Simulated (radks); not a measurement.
# V in [Ar] 3d3 4s2: an all-electron calculation

One table from this session's results is given with a row withheld; the runs are named, their logs left out.

The numbers are computed with radks (a radial shooting solver on a logarithmic mesh, Libxc functionals) version 1 (non-relativistic Kohn-Sham, r2SCAN, spin-polarised, spherical densities, point nucleus; open shells are filled with parallel spins first), except any that are marked as measured or tabulated.

### Starting point

```
element       : vanadium (Z = 23)
charge        : 0
electrons     : 23
configuration : [Ar] 3d3 4s2
```

Outer shells as boxes (Hund's rule):

V
```
[Ar] core
3d [↑ ][↑ ][↑ ][  ][  ]
4s [↑↓]
```

Set-up of the first run:

Input:

```text
Z 23
configuration [Ar] 3d3 4s2 4p0 5s0
relativity non-relativistic
functional r2scan,r2scan
spin polarised
nucleus point
```

The run is started by

```bash
$ python run_ks.py task.json out
```

The same process makes all the runs of this session.

Among the steps run: Self-consistent calculation.

One of the session's tables, all rows but one given; the rest of the session is left out.

It belongs to the step «Radial structure». Sizes of the orbitals, from the radial functions (bohr):

| level | <r> | outermost maximum (interpolated) | 90 % within | nodes |
| --- | --- | --- | --- | --- |
| 1s down | 0.06706 | 0.0441 | 0.119 | 0 |
| 1s up | 0.06706 | 0.0441 | 0.119 | 0 |
| 2s up | 0.3104 | 0.258 | 0.481 | 1 |
| 2s down | 0.3099 | 0.258 | 0.480 | 1 |
| 2p up | 0.2751 | 0.209 | 0.451 | 0 |
| 2p down | ? | ? | ? | ? |
| 3s up | 0.9559 | 0.825 | 1.43 | 2 |
| 3s down | 0.9575 | 0.826 | 1.43 | 2 |
| 3p up | 1.019 | 0.848 | 1.57 | 1 |
| 3p down | 1.022 | 0.849 | 1.57 | 1 |
| 3d up | 1.395 | 0.890 | 2.45 | 0 |
| 4s up | 3.274 | 2.74 | 4.92 | 3 |
| 4s down | 3.618 | 2.98 | 5.47 | 3 |
| 3d down | 1.602 | 0.904 | 3.00 | 0 |
| 4p up | 4.171 | 3.43 | 6.34 | 2 |
| 4p down | 4.759 | 3.97 | 7.24 | 2 |

Estimate the missing values for 2p down.

As computed: <r>: 0.2746; outermost maximum (interpolated): 0.209; 90 % within: 0.450; nodes: 0. In the column «<r>» it lies between 1s up (0.06706) and 2p up (0.2751).

Limits of these values: Open shells are spherical and high-spin; term and fine-structure splittings are not resolved.
